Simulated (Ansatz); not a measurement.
**CuTe (Pmmn): one cell, many starting occupations, part 1 of 3**

Task: map the metastable states of CuTe (Pmmn) by varying the start. Cell and atoms stay fixed.

Program: Ansatz 0.2.0. Level of theory: DFT r²SCAN+U (U_eff = 1 eV on Cu d), plane waves, PAW. These are calculated values, not measurements.

### 1 The system as given

It takes space group Pmmn (No. 59, orthorhombic). The conventional cell has a = 3.100 Å, b = 4.020 Å, c = 6.860 Å, α = 90.00°, β = 90.00°, γ = 90.00°. Around Cu (site symmetry mm2) lie 4 Te at 2.54 to 2.73 Å and 4 Cu at 2.63 Å. Around Te (site symmetry mm2) lie 4 Cu at 2.54 to 2.73 Å.

As a file:

```xyz
8
Lattice="6.2000 0.0000 0.0000 0.0000 4.0200 0.0000 0.0000 0.0000 6.8600" Properties=species:S:1:pos:R:3 pbc="T T T"
Cu    0.0000    2.0100    3.0801
Cu    1.5500    0.0000    3.7799
Te    0.0000    0.0000    1.5298
Te    1.5500    2.0100    5.3302
Cu    3.1000    2.0100    3.0801
Cu    4.6500    0.0000    3.7799
Te    3.1000    0.0000    1.5298
Te    4.6500    2.0100    5.3302
```

Magnetic order typed: antiferromagnetic, doubled cell 1/2 0 0.

The runs: from atoms, symmetry kept, no search; natural orbitals of the symmetric run, filled by rank; random orbitals: single harmonics, first filling; random orbitals: fully mixed, first filling; random orbitals: drawn by pairs, first filling; from atoms, default search.

### 2 From atoms, symmetry kept, no search

input.yaml reads:

```yaml
crystal:
  lattice:
    - [6.19999952, 0.0, 0.0]
    - [0.0, 4.01999969, 0.0]
    - [0.0, 0.0, 6.85999947]
  atoms:
    - { symbol: Cu, position: [0.0, 0.5, 0.449], spin: 1.0 }
    - { symbol: Cu, position: [0.25, 0.0, 0.551], spin: 1.0 }
    - { symbol: Te, position: [0.0, 0.0, 0.223] }
    - { symbol: Te, position: [0.25, 0.5, 0.777] }
    - { symbol: Cu, position: [0.5, 0.5, 0.449], spin: -1.0 }
    - { symbol: Cu, position: [0.75, 0.0, 0.551], spin: -1.0 }
    - { symbol: Te, position: [0.5, 0.0, 0.223] }
    - { symbol: Te, position: [0.75, 0.5, 0.777] }
basis:
  ecutwfc: 500
  ecutrho_ratio: 4
kpoints:
  mp_grid: { grid: [3, 5, 3] }
hamiltonian:
  xc: r2scan
  hubbard:
    sites:
      - { site: 0, l: d, u_eff: 1.0 }
      - { site: 1, l: d, u_eff: 1.0 }
      - { site: 4, l: d, u_eff: 1.0 }
      - { site: 5, l: d, u_eff: 1.0 }
scf:
  occupations: { method: gaussian, width: 0.05 }
  lower_state_search: "off"
  max_iter: 150
output:
  forces: true
  stress: true
  eigenvalues: true
  populations: true
  hubbard:
    sites:
      - { site: 0, l: d }
      - { site: 1, l: d }
      - { site: 4, l: d }
      - { site: 5, l: d }
magnetization:
  spin_polarized: true
```

Started as:

```bash
> ansatz run input.yaml --threads 8 --pin off --max-ram 12288MiB --backend cpu --events-out ev --progress --plain --runs-dir out
```

What it wrote (excerpt; [...] marks lines left out):

```text
Warning: RAYON_NUM_THREADS=8 ignored (pool sized by the plan → 8); use --threads N
Cu: projections on atomic orbitals take those of the free atom [Ne] 3s2 3p6 3d10 4s1, of charge +0.00 (hamiltonian.pseudopotentials.projection_atoms); the dataset's partial waves leave at most 2.0e-6 of an orbital's norm unspanned inside its sphere
Te: projections on atomic orbitals take those of the free atom [Kr] 4d10 5s2 5p4, of charge +0.00 (hamiltonian.pseudopotentials.projection_atoms); the dataset's partial waves leave at most 7.8e-6 of an orbital's norm unspanned inside its sphere
[...]
Pseudopotentials: kind: paw
Pseudopotential: Cu, paw, valence charge 19, recommended cutoff 500 eV (meta_gga), Cu.paw.azcp
Pseudopotential: Te, paw, valence charge 16, recommended cutoff 500 eV (meta_gga), Te.paw.azcp
Functional definition: r2SCAN
[...]
Crystal: 8 atoms, lattice volume = 170.979 Å³
[...]
WARN: the starting moments were not kept: the SCF closed with an absolute magnetisation of 2.2e-5 μB, where they sum to 4 μB in size (4 sites). That is at most 0.1 of that sum. Measured as dr2_m measures the in/out step, that magnetisation stands 2.4e-11 eV from none, at or under the [...]
  Cu1 d_3D dn     Tr n = 4.9047  λ = 0.966 0.980 0.981 0.985 0.992  [yz 1.00 B2(1.00) | xz 1.00 B1(1.00) | xy 1.00 A2(1.00) | z2 1.00 A1(1.00) | x2-y2 1.00 A1(1.00)]
  Cu4 d_3D: site group C2v (mm2)
  Cu4 d_3D up     Tr n = 4.9047  λ = 0.966 0.980 0.981 0.985 0.992  [yz 1.00 B2(1.00) | xz 1.00 B1(1.00) | xy 1.00 A2(1.00) | z2 1.00 A1(1.00) | x2-y2 1.00 A1(1.00)]
  Cu4 d_3D dn     Tr n = 4.9047  λ = 0.966 0.980 0.981 0.985 0.992  [yz 1.00 B2(1.00) | xz 1.00 B1(1.00) | xy 1.00 A2(1.00) | z2 1.00 A1(1.00) | x2-y2 1.00 A1(1.00)]
  Cu5 d_3D: site group C2v (mm2)
  Cu5 d_3D up     Tr n = 4.9047  λ = 0.966 0.980 0.981 0.985 0.992  [yz 1.00 B2(1.00) | xz 1.00 B1(1.00) | xy 1.00 A2(1.00) | z2 1.00 A1(1.00) | x2-y2 1.00 A1(1.00)]
  Cu5 d_3D dn     Tr n = 4.9047  λ = 0.966 0.980 0.981 0.985 0.992  [yz 1.00 B2(1.00) | xz 1.00 B1(1.00) | xy 1.00 A2(1.00) | z2 1.00 A1(1.00) | x2-y2 1.00 A1(1.00)]
  Tr n, λ and their labels are of the run-group-symmetrised matrices; stabiliser: 32 of 32 elements of G0×{1,Θ} (closed), max defect 3.0e-7 at τ = 4.0e-5
```

Run time: 12 s. Hardware: 8 threads of Arm Neoverse V2, shared host; peak memory 1.7 GiB.

Result: no gap, pressure 3.9 GPa, no moment over 0.05 μB in any sphere, largest force component 0.25 eV/Å, 4 symmetry operations imposed.

How the shells are filled (orbitals counted by the eigenvalues of the occupation matrices):

```tsv
shell	channel	electrons	over 0.8	0.2 to 0.8	under 0.2
Cu 3d (atom 1)	up	4.90	5	0	0
Cu 3d (atom 1)	down	4.90	5	0	0
```

### 3 Natural orbitals of the symmetric run, filled by rank

input.yaml: that of step 2 with these lines changed.

```diff
@@ -23,6 +23,64 @@
     sites:
-      - { site: 0, l: d, u_eff: 1.0 }
-      - { site: 1, l: d, u_eff: 1.0 }
-      - { site: 4, l: d, u_eff: 1.0 }
-      - { site: 5, l: d, u_eff: 1.0 }
+      - { site: 0, l: d, u_eff: 1.0, starting_ns: [{ spin: up, occupation_matrix: s0up }, { spin: down, occupation_matrix: s0down }] }
+      - { site: 1, l: d, u_eff: 1.0, starting_ns: [{ spin: up, occupation_matrix: s1up }, { spin: down, occupation_matrix: s1down }] }
+      - { site: 4, l: d, u_eff: 1.0, starting_ns: [{ spin: up, occupation_matrix: s4up }, { spin: down, occupation_matrix: s4down }] }
+      - { site: 5, l: d, u_eff: 1.0, starting_ns: [{ spin: up, occupation_matrix: s5up }, { spin: down, occupation_matrix: s5down }] }
+    occupation_matrices:
+      s0up:
+        matrix:
+          - [0.97, 0.0, 0.0, 0.0, 0.0]
+          - [0.0, 0.97, 0.0, 0.0, 0.0]
+          - [0.0, 0.0, 0.97, 0.0, 0.0]
+          - [0.0, 0.0, 0.0, 0.97, 0.0]
+          - [0.0, 0.0, 0.0, 0.0, 0.97]
+      s0down:
+        matrix:
+          - [0.97, 0.0, 0.0, 0.0, 0.0]
+          - [0.0, 0.97, 0.0, 0.0, 0.0]
+          - [0.0, 0.0, 0.02, 0.0, 0.0]
+          - [0.0, 0.0, 0.0, 0.97, 0.0]
+          - [0.0, 0.0, 0.0, 0.0, 0.97]
+      s1up:
+        matrix:
+          - [0.97, 0.0, 0.0, 0.0, 0.0]
+          - [0.0, 0.97, 0.0, 0.0, 0.0]
+          - [0.0, 0.0, 0.97, 0.0, 0.0]
+          - [0.0, 0.0, 0.0, 0.97, 0.0]
+          - [0.0, 0.0, 0.0, 0.0, 0.97]
+      s1down:
+        matrix:
+          - [0.97, 0.0, 0.0, 0.0, 0.0]
+          - [0.0, 0.97, 0.0, 0.0, 0.0]
+          - [0.0, 0.0, 0.02, 0.0, 0.0]
+          - [0.0, 0.0, 0.0, 0.97, 0.0]
+          - [0.0, 0.0, 0.0, 0.0, 0.97]
+      s4up:
+        matrix:
+          - [0.97, 0.0, 0.0, 0.0, 0.0]
+          - [0.0, 0.97, 0.0, 0.0, 0.0]
+          - [0.0, 0.0, 0.02, 0.0, 0.0]
+          - [0.0, 0.0, 0.0, 0.97, 0.0]
+          - [0.0, 0.0, 0.0, 0.0, 0.97]
+      s4down:
+        matrix:
+          - [0.97, 0.0, 0.0, 0.0, 0.0]
+          - [0.0, 0.97, 0.0, 0.0, 0.0]
+          - [0.0, 0.0, 0.97, 0.0, 0.0]
+          - [0.0, 0.0, 0.0, 0.97, 0.0]
+          - [0.0, 0.0, 0.0, 0.0, 0.97]
+      s5up:
+        matrix:
+          - [0.97, 0.0, 0.0, 0.0, 0.0]
+          - [0.0, 0.97, 0.0, 0.0, 0.0]
+          - [0.0, 0.0, 0.02, 0.0, 0.0]
+          - [0.0, 0.0, 0.0, 0.97, 0.0]
+          - [0.0, 0.0, 0.0, 0.0, 0.97]
+      s5down:
+        matrix:
+          - [0.97, 0.0, 0.0, 0.0, 0.0]
+          - [0.0, 0.97, 0.0, 0.0, 0.0]
+          - [0.0, 0.0, 0.97, 0.0, 0.0]
+          - [0.0, 0.0, 0.0, 0.97, 0.0]
+          - [0.0, 0.0, 0.0, 0.0, 0.97]
+    ns_hold: { iters: 10 }
 scf:
@@ -42,2 +100,6 @@
       - { site: 5, l: d }
+  write_density: true
+  write_potential: true
+  elf: true
+  volumetric_format: npy
 magnetization:
```

The typed matrices put 0.97 on the chosen orbitals and 0.02 on the others, and are held for 10 cycles.

Started as:

```bash
> ansatz run input.yaml --threads 8 --pin off --max-ram 12288MiB --backend cpu --events-out ev --progress --plain --runs-dir out
```

What it wrote (excerpt; [...] marks lines left out):

```text
Warning: RAYON_NUM_THREADS=8 ignored (pool sized by the plan → 8); use --threads N
Cu: projections on atomic orbitals take those of the free atom [Ne] 3s2 3p6 3d10 4s1, of charge +0.00 (hamiltonian.pseudopotentials.projection_atoms); the dataset's partial waves leave at most 2.0e-6 of an orbital's norm unspanned inside its sphere
Te: projections on atomic orbitals take those of the free atom [Kr] 4d10 5s2 5p4, of charge +0.00 (hamiltonian.pseudopotentials.projection_atoms); the dataset's partial waves leave at most 7.8e-6 of an orbital's norm unspanned inside its sphere
[...]
Pseudopotentials: kind: paw
Pseudopotential: Cu, paw, valence charge 19, recommended cutoff 500 eV (meta_gga), Cu.paw.azcp
[...]
WARN: the starting moments were not kept: the SCF closed with an absolute magnetisation of 2.8e-5 μB, where they sum to 4 μB in size (4 sites). That is at most 0.1 of that sum. Measured as dr2_m measures the in/out step, that magnetisation stands 3.3e-11 eV from none, at or under the [...]
WARN: hamiltonian.hubbard: on 4 of 8 specified blocks the occupation matrix of this SCF's result fails the test of the specified filling. At site 0 ↓ (sites count from 0 in the list of atoms of the cell that this SCF solves) the least filled combination of the orbitals specified full has [...]
  Cu5 d_3D: site group C2v (mm2)
  Cu5 d_3D up     Tr n = 4.9047  λ = 0.966 0.980 0.981 0.985 0.992  [yz 1.00 B2(1.00) | xz 1.00 B1(1.00) | xy 1.00 A2(1.00) | z2 1.00 A1(1.00) | x2-y2 1.00 A1(1.00)]
  Cu5 d_3D dn     Tr n = 4.9047  λ = 0.966 0.980 0.981 0.985 0.992  [yz 1.00 B2(1.00) | xz 1.00 B1(1.00) | xy 1.00 A2(1.00) | z2 1.00 A1(1.00) | x2-y2 1.00 A1(1.00)]
  specified occupation → Cu5 d_3D up: matrix, ‖Δ‖_F = 0.9463, Tr Δ = -1.0047, displaced = 0.5023, d_λ = 0.9463; orbital distance = 0.0000
  specified occupation → Cu5 d_3D dn: matrix, ‖Δ‖_F = 0.0312, Tr Δ = -0.0547, displaced = 0.0315, d_λ = 0.0312; orbital distance = 0.0000
  Tr n, λ and their labels are of the run-group-symmetrised matrices; stabiliser: 32 of 32 elements of G0×{1,Θ} (closed), max defect 4.0e-7 at τ = 1.8e-4
```

Run time: 14 s. Hardware: 8 threads of Arm Neoverse V2, shared host; peak memory 1.6 GiB.

It ends with no gap, pressure 3.9 GPa, no moment over 0.05 μB in any sphere, largest force component 0.25 eV/Å, 4 symmetry operations imposed. The program reports that the typed filling wasn't kept.

The shells' filling, with natural orbitals sorted by occupation:

```tsv
shell	channel	electrons	over 0.8	0.2 to 0.8	under 0.2
Cu 3d (atom 1)	up	4.90	5	0	0
Cu 3d (atom 1)	down	4.90	5	0	0
```

Density in a lattice plane of the grid's cell (edges 6.20 and 6.86 Å, at 0.000 of the third edge), which holds Cu and Te.

Ten even steps from ' ' (0.02 e/Å³) to '@' (53.28 e/Å³):
```
                                            
                                            
                                            
                                            
                                            
                                            
                                            
        ..----..              ..----..      
        ::@@@@::              ::@@@@::      
        ..----..              ..----..      
                                            
                                            
                                            
..                    ..                    
::::                ::::::                ::
::::                ::::::                ::
..                    ..                    
                                            
                                            
                                            
```
Columns run along the first of these edges and rows up along the second, over one cell in 22 and 20 even steps from the bottom left corner. Atoms in the plane (fractional): Cu at (0.25, 0.55), Te at (0.00, 0.22), Cu at (0.75, 0.55), Te at (0.50, 0.22).

ELF in the same plane.

Values, 12 rows by 10 columns:
```
0.05 0.03 0.03 0.03 0.03 0.04 0.03 0.03 0.03 0.03
0.01 0.04 0.10 0.10 0.04 0.01 0.04 0.10 0.10 0.04
0.04 0.12 0.20 0.20 0.12 0.04 0.12 0.20 0.20 0.12
0.07 0.16 0.18 0.18 0.16 0.08 0.16 0.18 0.18 0.16
0.12 0.17 0.54 0.55 0.17 0.12 0.17 0.55 0.54 0.17
0.22 0.13 0.41 0.42 0.14 0.21 0.14 0.42 0.41 0.13
0.50 0.34 0.16 0.16 0.34 0.49 0.34 0.16 0.16 0.34
0.33 0.43 0.37 0.37 0.43 0.33 0.43 0.37 0.37 0.43
0.07 0.26 0.46 0.46 0.26 0.04 0.26 0.46 0.46 0.26
0.03 0.39 0.52 0.51 0.38 0.04 0.38 0.51 0.52 0.39
0.63 0.67 0.39 0.39 0.67 0.63 0.67 0.39 0.39 0.67
0.69 0.46 0.07 0.07 0.45 0.69 0.45 0.07 0.07 0.46
```
Columns run along the first of these edges and rows up along the second, over one cell in 10 and 12 even steps from the bottom left corner. Atoms in the plane (fractional): Cu at (0.25, 0.55), Te at (0.00, 0.22), Cu at (0.75, 0.55), Te at (0.50, 0.22).

Both are smooth fields of the valence electrons: close to the nuclei they are not physical.

Outside the cores ELF peaks at 0.79 beside Te, off the lines to its neighbours, 1.3 Å from Te.

### 4 Random orbitals: single harmonics, first filling

input.yaml: that of step 3 with these lines changed.

```diff
@@ -37,5 +37,5 @@
         matrix:
-          - [0.97, 0.0, 0.0, 0.0, 0.0]
+          - [0.02, 0.0, 0.0, 0.0, 0.0]
           - [0.0, 0.97, 0.0, 0.0, 0.0]
-          - [0.0, 0.0, 0.02, 0.0, 0.0]
+          - [0.0, 0.0, 0.97, 0.0, 0.0]
           - [0.0, 0.0, 0.0, 0.97, 0.0]
@@ -51,5 +51,5 @@
         matrix:
-          - [0.97, 0.0, 0.0, 0.0, 0.0]
+          - [0.02, 0.0, 0.0, 0.0, 0.0]
           - [0.0, 0.97, 0.0, 0.0, 0.0]
-          - [0.0, 0.0, 0.02, 0.0, 0.0]
+          - [0.0, 0.0, 0.97, 0.0, 0.0]
           - [0.0, 0.0, 0.0, 0.97, 0.0]
@@ -58,5 +58,5 @@
         matrix:
-          - [0.97, 0.0, 0.0, 0.0, 0.0]
+          - [0.02, 0.0, 0.0, 0.0, 0.0]
           - [0.0, 0.97, 0.0, 0.0, 0.0]
-          - [0.0, 0.0, 0.02, 0.0, 0.0]
+          - [0.0, 0.0, 0.97, 0.0, 0.0]
           - [0.0, 0.0, 0.0, 0.97, 0.0]
@@ -72,5 +72,5 @@
         matrix:
-          - [0.97, 0.0, 0.0, 0.0, 0.0]
+          - [0.02, 0.0, 0.0, 0.0, 0.0]
           - [0.0, 0.97, 0.0, 0.0, 0.0]
-          - [0.0, 0.0, 0.02, 0.0, 0.0]
+          - [0.0, 0.0, 0.97, 0.0, 0.0]
           - [0.0, 0.0, 0.0, 0.97, 0.0]
@@ -84,3 +84,3 @@
           - [0.0, 0.0, 0.0, 0.0, 0.97]
-    ns_hold: { iters: 10 }
+    ns_hold: { iters: 5 }
 scf:
```

The typed matrices put 0.97 on the chosen orbitals and 0.02 on the others, and are held for 5 cycles.

Started as:

```bash
> ansatz run input.yaml --threads 8 --pin off --max-ram 12288MiB --backend cpu --events-out ev --progress --plain --runs-dir out
```

What it wrote (excerpt; [...] marks lines left out):

```text
Warning: RAYON_NUM_THREADS=8 ignored (pool sized by the plan → 8); use --threads N
Cu: projections on atomic orbitals take those of the free atom [Ne] 3s2 3p6 3d10 4s1, of charge +0.00 (hamiltonian.pseudopotentials.projection_atoms); the dataset's partial waves leave at most 2.0e-6 of an orbital's norm unspanned inside its sphere
Te: projections on atomic orbitals take those of the free atom [Kr] 4d10 5s2 5p4, of charge +0.00 (hamiltonian.pseudopotentials.projection_atoms); the dataset's partial waves leave at most 7.8e-6 of an orbital's norm unspanned inside its sphere
[...]
Pseudopotentials: kind: paw
Pseudopotential: Cu, paw, valence charge 19, recommended cutoff 500 eV (meta_gga), Cu.paw.azcp
[...]
WARN: the starting moments were not kept: the SCF closed with an absolute magnetisation of 3.8e-5 μB, where they sum to 4 μB in size (4 sites). That is at most 0.1 of that sum. Measured as dr2_m measures the in/out step, that magnetisation stands 6.9e-11 eV from none, at or under the [...]
WARN: hamiltonian.hubbard: on 4 of 8 specified blocks the occupation matrix of this SCF's result fails the test of the specified filling. At site 0 ↓ (sites count from 0 in the list of atoms of the cell that this SCF solves) the least filled combination of the orbitals specified full has [...]
  Cu5 d_3D: site group C2v (mm2)
  Cu5 d_3D up     Tr n = 4.9047  λ = 0.966 0.980 0.981 0.985 0.992  [yz 1.00 B2(1.00) | xz 1.00 B1(1.00) | xy 1.00 A2(1.00) | z2 1.00 A1(1.00) | x2-y2 1.00 A1(1.00)]
  Cu5 d_3D dn     Tr n = 4.9047  λ = 0.966 0.980 0.981 0.985 0.992  [yz 1.00 B2(1.00) | xz 1.00 B1(1.00) | xy 1.00 A2(1.00) | z2 1.00 A1(1.00) | x2-y2 1.00 A1(1.00)]
  specified occupation → Cu5 d_3D up: matrix, ‖Δ‖_F = 0.9658, Tr Δ = -1.0047, displaced = 0.5065, d_λ = 0.9463; orbital distance = 1.4142
  specified occupation → Cu5 d_3D dn: matrix, ‖Δ‖_F = 0.0312, Tr Δ = -0.0547, displaced = 0.0315, d_λ = 0.0312; orbital distance = 0.0000
  Tr n, λ and their labels are of the run-group-symmetrised matrices; stabiliser: 32 of 32 elements of G0×{1,Θ} (closed), max defect 4.8e-7 at τ = 1.4e-4
```

It took 14 s on 8 threads of Arm Neoverse V2, shared host; peak memory 1.6 GiB.

Result: no gap, pressure 3.9 GPa, no moment over 0.05 μB in any sphere, largest force component 0.25 eV/Å, 4 symmetry operations imposed. The program reports that the typed filling wasn't kept.

How the shells are filled (orbitals counted by the eigenvalues of the occupation matrices):

```tsv
shell	channel	electrons	over 0.8	0.2 to 0.8	under 0.2
Cu 3d (atom 1)	up	4.90	5	0	0
Cu 3d (atom 1)	down	4.90	5	0	0
```

Density in a lattice plane of the grid's cell (edges 6.20 and 6.86 Å, at 0.000 of the third edge), which holds Cu and Te.

Ten even steps from ' ' (0.02 e/Å³) to '@' (53.28 e/Å³):
```
                                            
                                            
                                            
                                            
                                            
                                            
                                            
        ..----..              ..----..      
        ::@@@@::              ::@@@@::      
        ..----..              ..----..      
                                            
                                            
                                            
..                    ..                    
::::                ::::::                ::
::::                ::::::                ::
..                    ..                    
                                            
                                            
                                            
```
Columns run along the first of these edges and rows up along the second, over one cell in 22 and 20 even steps from the bottom left corner. Atoms in the plane (fractional): Cu at (0.25, 0.55), Te at (0.00, 0.22), Cu at (0.75, 0.55), Te at (0.50, 0.22).

ELF in the same plane.

Ten even steps from '0' (0.00) to '9' (0.88):
```
2110000001121100000011
0000000000000000000000
0000000000000000000000
0001111110000011111100
0011222211000112222110
0011111111000111111110
0111222211101112222111
1112366321111123663211
1112599521111125995211
2112366321121123663211
4321122112343211221123
6553211135555531112355
4455423455444554324554
1234544543212345445432
0024544542000245445420
0024555542000245555420
1246644664212466446642
6667633676666676336766
8887411478888874114788
7753100125777521001357
```
Columns run along the first of these edges and rows up along the second, over one cell in 22 and 20 even steps from the bottom left corner. Atoms in the plane (fractional): Cu at (0.25, 0.55), Te at (0.00, 0.22), Cu at (0.75, 0.55), Te at (0.50, 0.22).

Both are smooth fields of the valence electrons: close to the nuclei they are not physical.

Outside the cores ELF peaks at 0.79 beside Te, off the lines to its neighbours, 1.3 Å from Te.

(Continued in part 2 of 3.)
